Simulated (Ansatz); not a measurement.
What does this script print? It uses the Ansatz DFT code, driven from Python.

The script, `cas_clgeh2.py`:
```python
"""Active-space calculation on ClGeH2(-)."""

import ansatz as az

BASIS_SET = "def2-SVP"
NET_CHARGE = -1

molecule = (
    az.Crystal.molecule()
    .atom("Cl", (1.9122, -0.0939, -0.106))
    .atom("Ge", (-0.1849, 0.0071, 0.4235))
    .atom("H", (-0.926, -1.2207, -0.1647))
    .atom("H", (-0.8013, 1.3075, -0.1528))
)

base = (
    molecule.calculation()
    .basis(gaussian=BASIS_SET)
    .charge(NET_CHARGE)  # electrons removed from the neutral system
    .correlation(active_electrons=6, active_orbitals=6)
)
for method in [None, "sc_nevpt2"]:
    rep = (base if method is None else base.correlation(method)).run().report
    space = rep["configurations"]
    state = space["states"][0]
    print(method or "casscf", f"total {rep['free_energy_ev'] / 27.211386246:.6f} Ha, active-space state {state['energy']['hartree']:.6f} Ha, mean field {rep['reference_energy_ev'] / 27.211386246:.6f} Ha")
    print("  determinants", state["n_determinants"], " natural occupations", [round(n, 3) for n in space["natural_occupations"]])
```

Output of `python cas_clgeh2.py`:
```text
casscf total -2535.670183 Ha, active-space state -2535.670183 Ha, mean field -2535.632017 Ha
  determinants 400  natural occupations [1.984, 1.974, 1.97, 0.029, 0.022, 0.02]
sc_nevpt2 total -2535.998770 Ha, active-space state -2535.670109 Ha, mean field -2535.632017 Ha
  determinants 400  natural occupations [1.984, 1.974, 1.97, 0.029, 0.022, 0.02]
```

Notes:
- Total energies depend on the basis set; only differences at equal settings carry meaning.
- The geometry is a force-field or estimated start, not a minimum of this method, and the basis set is short of its limit. The active space starts as a window about the frontier orbitals and is then optimised, not chosen by chemistry.
- Anions want diffuse functions, which this basis lacks.
- Finished in 6.7 s on 1 thread of Arm Neoverse V2, on a shared host, peak memory 0.19 GiB.
